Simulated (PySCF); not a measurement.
**[AsS2]-: structure of the singlet**

The task is one start of a wider search on [AsS2]-: the singlet, built as linear. It is relaxed, tested by its Hessian and followed downhill if it is a saddle.

Computed with PySCF 2.14.0. Level: PBE0, basis As def2-TZVPD, S def2-TZVPD, no relativity, density fitting.

### 1 The starting structure

3 atoms, charge -1, spin multiplicity 1.

Bond lengths: As1–S2 2.080 Å, As1–S3 2.080 Å. Angles: S2–As1–S3 180.0°.

```xyz
3
charge -1 multiplicity 1
As    0.0000    0.0000    0.0000
S     0.0000    0.0000    2.0800
S     0.0000    0.0000   -2.0800
```

### 2 Relaxation: linear start, singlet

One driver script runs all steps and calls PySCF; scf.py shows how it sets up the SCF of each step. The optimiser is the driver's own. Before each start the driver seeks the lowest SCF state from one or more starting densities and follows internal instabilities, so scf.py alone need not reach the same state.

The program finds D∞h symmetry in the start, which this walk keeps.

scf.py

```python
from pyscf import gto, scf, dft
mol = gto.M(atom='''
As     0.000000     0.000000     0.000000
S      0.000000     0.000000     2.080000
S      0.000000     0.000000    -2.080000''',
    basis={'As': 'def2-TZVPD', 'S': 'def2-TZVPD'},
    charge=-1, spin=0)
mf = dft.RKS(mol, xc='PBE0')
mf.grids.atom_grid = (50, 194)
aux = {'As': 'def2-universal-JKFIT', 'S': 'def2-universal-JKFIT'}
mf = mf.density_fit(auxbasis=aux)
mf.kernel()
```

Further steps of the session: Hessian and properties; Downhill along the imaginary mode; Hessian and properties.

Before running it: what results should come out? Wanted: minimum; geometry; wavenumbers; dipole moment; highest occupied, lowest empty level; polar-tensor charge of As1; zero-point energy.

The runs gave:

| quantity | value |
| --- | --- |
| minimum | singlet, C2v |
| geometry | As–S 2.102 Å (×2); S–As–S 113.5° |
| wavenumbers (cm⁻¹) | 193 (a1), 487 (a1), 492 (b2) |
| dipole moment (centre of mass) | 2.49 D |
| highest occupied, lowest empty level | -1.54, 1.89 eV |
| polar-tensor charge of As1 | +0.69 e |
| zero-point energy | 7.0 kJ/mol |
| entropy at 298.15 K | 288.8 J/(mol K) |

**Reading.** From D∞h at the start the molecule goes to a C2v minimum, after a first stop at a second-order saddle point 237.8 kJ/mol higher, from which it was pushed off along an imaginary mode. The strongest infrared band lies at 492 cm⁻¹ (b2, stretch). Other starts or spin states, not run here, may lie lower.
